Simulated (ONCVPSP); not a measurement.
# An ONCV potential for indium, from input to tests

Do these settings give a usable potential? It is generated, then checked for transferability, scattering, ghosts and hardness.

The numbers are computed with ONCVPSP 4.0.1 (BLYP, scalar-relativistic, spin-unpolarised reference atom).

## (1) Settings

The settings as typed:

```
element                 : indium (In, Z = 49)
type                    : optimised norm-conserving Vanderbilt (ONCV)
frozen core             : [Ar] 3d10
valence charge          : 21
reference configuration : 4s2 4p6 4d10 5s2 (charge +1)
partial waves           : 4s+5s: rc 1.40 bohr, ncon 3, nbas 7, qcut 11 1/bohr, 2 projectors; 4p: rc 0.95 bohr, ncon 4, nbas 7, qcut 7.7 1/bohr, 2 projectors, debl 1.6 Ha; 4d: rc 1.55 bohr, ncon 5, nbas 10, qcut 9.1 1/bohr, 2 projectors, debl 1.2 Ha
local potential         : polynomial inside 0.65 bohr (lpopt 1, dvloc0 4 Ha)
core correction         : Teter function fitted to the true core (icmod 2), fcfact 0.35
```

## (2) The generation run

Input file In.dat:

```
# ATOM AND REFERENCE CONFIGURATION
# atsym  z   nc   nv     iexc    psfile
  In 49.00    6    4  -106131      upf
#
#   n    l    f
    1    0    2.00
    2    0    2.00
    2    1    6.00
    3    0    2.00
    3    1    6.00
    3    2   10.00
    4    0    2.00
    4    1    6.00
    4    2   10.00
    5    0    2.00
#
# PSEUDOPOTENTIAL AND OPTIMIZATION
# lmax
    2
#
#   l,   rc,      ep,       ncon, nbas, qcut
    0    1.40    0.00    3    7   11.00
    1    0.95    0.00    4    7    7.70
    2    1.55    0.00    5   10    9.10
#
# LOCAL POTENTIAL
# lloc, lpopt,  rc(5),   dvloc0
    4    1    0.65    4.00
#
# VANDERBILT-KLEINMAN-BYLANDER PROJECTORs
# l, nproj, debl
    0    2    3.00
    1    2    1.60
    2    2    1.20
#
# MODEL CORE CHARGE
# icmod, fcfact, rcfact
    2    0.35    1.20
#
# LOG DERIVATIVE ANALYSIS
# epsh1, epsh2, depsh
   -6.00    5.00    0.04
#
# OUTPUT GRID
# rlmax, drl
    6.00    0.01
#
# TEST CONFIGURATIONS
# ncnf
    4
# nvcnf
#   n    l    f
    5
    4    0    2.00
    4    1    6.00
    4    2   10.00
    5    0    2.00
    5    1    1.00
#
    4
    4    0    2.00
    4    1    6.00
    4    2   10.00
    5    0    1.00
#
    4
    4    0    2.00
    4    1    6.00
    4    2   10.00
    5    0    0.00
#
    5
    4    0    2.00
    4    1    6.00
    4    2   10.00
    5    0    0.00
    5    1    3.00
#
```

Command:

```
$ oncvpsp.x < In.dat > In.out
```

What does the calculation give? Wanted: cutoffs for 1 and 0.1 mHa per electron, occupied waves; bound ghosts; GHOST(+) flags; largest test error; largest phase difference near zero energy, channels read; rms error of d²Exc/dn², without and with the model core; projector energies reset by the program.

**Answer**, as computed:

| quantity | value |
| --- | --- |
| cutoffs for 1 and 0.1 mHa per electron, occupied waves | 146 Ha and 171 Ha |
| bound ghosts | none found |
| GHOST(+) flags | s at 87 eV, d at 121 eV |
| largest test error (AE − PS) | -11 meV, for 4s2 4p6 4d10 5s0 |
| largest phase difference near zero energy, channels read | 0.001 rad |
| rms error of d²Exc/dn², without and with the model core | 2.36 and 0.60 mHa |
| projector energies reset by the program | p: -3.138, 0.250 Ha |

In words: The worst unpolarised test, 4s2 4p6 4d10 5s0, is off by 11 meV on 47.9 eV; by total energies transferability rates as good. The potential is very hard: the looser tolerance needs 146 Ha. At the looser tolerance the 4p wave is the slowest; 4s needs 39 Ha. It is free of bound ghosts as far as tested. Near zero energy the phases of the channels with partial waves agree within 0.001 rad. The program also flags highly localised states, GHOST(+) (s, d).
